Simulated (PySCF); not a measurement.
# [ErCl4]−: other functionals and bases at one geometry

An exercise on one series of results from a longer session: the logs are not shown, and one member is left open.

Computed with PySCF 2.14.0. Level: several levels, as the steps say, no spin–orbit coupling.

1 further run of the same task is left out (for a known fault of the program).

## The starting structure

5 atoms, charge -1, spin multiplicity 1.

Bond lengths: Er1–Cl2 2.507 Å, Er1–Cl3 2.507 Å, Er1–Cl4 2.507 Å, Er1–Cl5 2.507 Å. Angles: Cl2–Er1–Cl3 109.5°, Cl2–Er1–Cl4 109.5°, Cl2–Er1–Cl5 109.5°, Cl3–Er1–Cl4 109.5°, Cl3–Er1–Cl5 109.5°, Cl4–Er1–Cl5 109.5°.

Coordinates:

```xyz
5
charge -1, multiplicity 1
Er    0.0000    0.0000    0.0000
Cl    1.4476    1.4476    1.4476
Cl   -1.4476   -1.4476    1.4476
Cl    1.4476   -1.4476   -1.4476
Cl   -1.4476    1.4476   -1.4476
```

Formal oxidation states: Er +3. Each metal's 11 4f electrons lie in its core potential, so multiplicities, spins and levels count the valence alone. An earlier session relaxed this geometry at PBE0, Er lcecp-1-SVP with ECP57, Cl def2-SVP (singlet, point group Td).

At PBE0 on the finer grid: E = -1878.324584 Eh, HOMO -4.49 eV, LUMO 3.54 eV, Mulliken charge on Er1 +0.71 e, largest force component 0.004 eV/Å. 

Levels to run: BLYP; r2SCAN; PBE0, TZVP. Hardware: 2 threads of Arm Neoverse V1, shared host.

Set-up of the first run:

Input file run.py (the lines that set the calculation):

```python
mol = gto.M(atom='''
Er     0.00000     0.00000     0.00000
Cl     1.44761     1.44761     1.44761
Cl    -1.44761    -1.44761     1.44761
Cl     1.44761    -1.44761    -1.44761
Cl    -1.44761     1.44761    -1.44761''',
    basis={'Er': 'lcecp-1-SVP', 'Cl': 'def2-SVP'},
    ecp={'Er': 'lcecp-1-SVP'},
    charge=-1, spin=0)
mf = dft.RKS(mol, xc='BLYP')
mf.grids.atom_grid = (75, 302)  # f atoms: unpruned, at least (60, 302)
mf = mf.density_fit()  # fitting sets: Er AutoAux, Cl def2-universal-JKFIT
mf.conv_tol = 1e-08; mf.max_cycle = 55
mf.kernel(dm0)  # dm0: the density of the relaxed state
```

Run with:

```console
$ OMP_NUM_THREADS=2 python run.py
```

Among the steps run: BLYP; r2SCAN; PBE0, TZVP.

One of the session's tables, all rows but one given; the rest of the session is left out.

| level | HOMO (eV) | gap (eV) | charge on Er1 (e) | largest force component (eV/Å) |
| --- | --- | --- | --- | --- |
| PBE0 (relaxed here) | -4.49 | 8.03 | 0.71 | 0.00 |
| BLYP | -2.77 | 5.82 | 0.45 | 0.16 |
| r2SCAN | ? | ? | ? | ? |
| PBE0, TZVP | -4.75 | 8.16 | 1.29 | 0.00 |

Q: Estimate the row for r2SCAN from the others.

**Answer.** HOMO (eV): -3.50; gap (eV): 6.93; charge on Er1 (e): 0.72; largest force component (eV/Å): 0.03. In the column «HOMO (eV)» it lies between PBE0 (relaxed here) (-4.49) and BLYP (-2.77).

In one basis the HOMO–LUMO gap runs from 5.82 eV (BLYP) to 8.03 eV (PBE0). The largest leftover force, 0.16 eV/Å with BLYP, stands at a geometry relaxed at another level. With 4f in the core, its levels are missing from HOMO and gap, and its count is fixed, so no charge can pass from the ligands into it. Total energies of different levels can't be compared.
